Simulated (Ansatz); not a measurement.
**B2ClFH2: small, medium and large basis sets**

Aim: see how fast density functionals converge with the basis set for B2ClFH2.

Computed with Ansatz 0.2.0, Gaussian basis. Level: one geometry, several basis sets.

Plan: PBE0-D4/def2-SVP; ωB97M-V/def2-SVP; PBE0-D4/def2-QZVPP; ωB97M-V/def2-QZVPP; the functionals' def2-TZVPP values are taken from earlier runs.

**1. The relaxed structure**

All runs share one geometry, relaxed beforehand with PBE0-D4 in a triple-zeta def2 set.

SMILES `FBBCl`, 6 atoms, charge 0, spin multiplicity 1.

Atoms are counted from 1 here; the program's logs count them from 0.

Bond lengths: F1–B2 1.325 Å, B2–B3 1.693 Å, B2–H5 1.205 Å, B3–Cl4 1.745 Å, B3–H6 1.195 Å. Angles: F1–B2–B3 120.9°, F1–B2–H5 116.2°, B3–B2–H5 123.0°, B2–B3–Cl4 118.0°, B2–B3–H6 125.8°, Cl4–B3–H6 116.1°.

**2. PBE0-D4 in def2-SVP**

Input file in.yaml:

```yaml
crystal:
  periodic: [false, false, false]
  atoms:
    - {symbol: F, position_ang: [1.399573, -1.313591, -0.267420]}
    - {symbol: B, position_ang: [0.803847, -0.134094, -0.366033]}
    - {symbol: B, position_ang: [-0.636644, 0.183762, 0.464239]}
    - {symbol: Cl, position_ang: [-2.143563, -0.114168, -0.364007]}
    - {symbol: H, position_ang: [1.341894, 0.675003, -1.078787]}
    - {symbol: H, position_ang: [-0.723006, 0.638988, 1.565808]}
basis:
  gaussian: {orbitals: def2-SVP}
hamiltonian: {xc: pbe0, dispersion: d4}
output: {orbitals: {seedname: orbitals}}
```

The run is started by

```
$ ansatz run in.yaml --threads 2 --pin off --events-out ev --progress --plain --max-ram 4352MiB
```

The runs that follow: ωB97M-V in def2-SVP; PBE0-D4 in def2-QZVPP; ωB97M-V in def2-QZVPP.

Before running them: what should the planned runs give, taken together? Wanted: PBE0-D4: double and triple zeta above quadruple; ωB97M-V: double and triple zeta above quadruple.

As calculated:

| quantity | value |
| --- | --- |
| PBE0-D4: double and triple zeta above quadruple | 9.71, 0.59 eV |
| ωB97M-V: double and triple zeta above quadruple | 9.77, 0.56 eV |

What this shows: For PBE0-D4 the step from double to triple zeta gains 9.11 eV and the next only 0.59 eV. Total energies overstate the basis error of differences, where much of it tends to cancel.
